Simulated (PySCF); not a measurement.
# Cl3Sb: the cost of one run

Method: levels as typed in each script, gas phase, geometry from GFN2-xTB; program: PySCF 2.14.0.

**1. The system as given**

SMILES `Cl[Sb](Cl)Cl`, 4 atoms, charge 0, spin multiplicity 1.

Bond lengths: Cl1–Sb2 2.355 Å, Sb2–Cl3 2.355 Å, Sb2–Cl4 2.357 Å. Angles: Cl1–Sb2–Cl3 95.0°, Cl1–Sb2–Cl4 94.9°, Cl3–Sb2–Cl4 94.8°.

Geometry (Å):

| atom | x (Å) | y (Å) | z (Å) |
| --- | --- | --- | --- |
| Cl1 | 1.9148 | 0.5887 | 0.6216 |
| Sb2 | 0.0013 | 0.0021 | -0.6193 |
| Cl3 | -1.4720 | 1.3591 | 0.6199 |
| Cl4 | -0.4469 | -1.9542 | 0.6163 |

**2. Removing and adding an electron (PBE0/def2-tzvp)**

Contents of input.py:

```python
import numpy as np
from pyscf import gto, scf, dft
from pyscf.scf import atom_ks, atom_hf
from scipy.linalg import block_diag

def solve(mol, dm0=None, hcore=None):
    mf = (dft.UKS if mol.spin else dft.RKS)(mol, xc='pbe0')
    mf.grids.level = 3
    mf = mf.density_fit(auxbasis='def2-universal-jkfit')
    mf.conv_tol, mf.max_cycle = 1e-8, 80
    if hcore is not None:
        mf.get_hcore = lambda *args: hcore
    mf.kernel(dm0)
    if not mf.converged:
        mf = mf.newton().run(mf.mo_coeff, mf.mo_occ, max_cycle=30)
    assert mf.converged, 'SCF not converged'
    return mf

mol = gto.M(atom='''
Cl     1.91484     0.58874     0.62162
Sb     0.00133     0.00212    -0.61927
Cl    -1.47200     1.35908     0.61985
Cl    -0.44685    -1.95418     0.61635
''', basis='def2-tzvp', ecp={'Sb': 'def2-tzvp'}, charge=0, spin=0, verbose=4)
mf = solve(mol)
out = dict(e0=mf.e_tot, dm0=mf.make_rdm1(), c=mf.mo_coeff, occ=mf.mo_occ, eps=mf.mo_energy)
for name, dq, spin in [('cation', 1, 1), ('anion', -1, 1)]:
    ion = mol.copy().set(charge=mol.charge + dq, spin=spin).build()
    mi = solve(ion)
    if spin and dq > 0 and mol.nao < 130:
        c, _, stable, _ = mi.stability(return_status=True)
        if not stable:
            mi = solve(ion, mi.make_rdm1(c, mi.mo_occ))
    print(name, 'vertical energy change / eV', (mi.e_tot - mf.e_tot) * 27.211386)
    out.update({'e_' + name: mi.e_tot, 'dm_' + name: mi.make_rdm1(), 's2_' + name: mi.spin_square()[0], 'eps_' + name: mi.mo_energy, 'occ_' + name: mi.mo_occ})
# spherically averaged free atoms, for the promolecule
atom_ks.AtomSphAverageRKS.init_guess_by_vsap = lambda self, mol=None: self.init_guess_by_minao(mol)  # core potentials
atm = atom_ks.get_atm_nrks(mol, xc='pbe0')
pro = block_diag(*[(atm[a[0]][2] * atm[a[0]][3]) @ atm[a[0]][2].T for a in mol._atom])
np.savez('result.npz', pro=pro, **out)
```

Run with:

```bash
> OMP_NUM_THREADS=1 python input.py
```

What time and memory should one allow on 1 thread of Intel Xeon 6975P-C (Granite Rapids), shared host?

About 2.4 min, with a peak of 0.74 GiB.
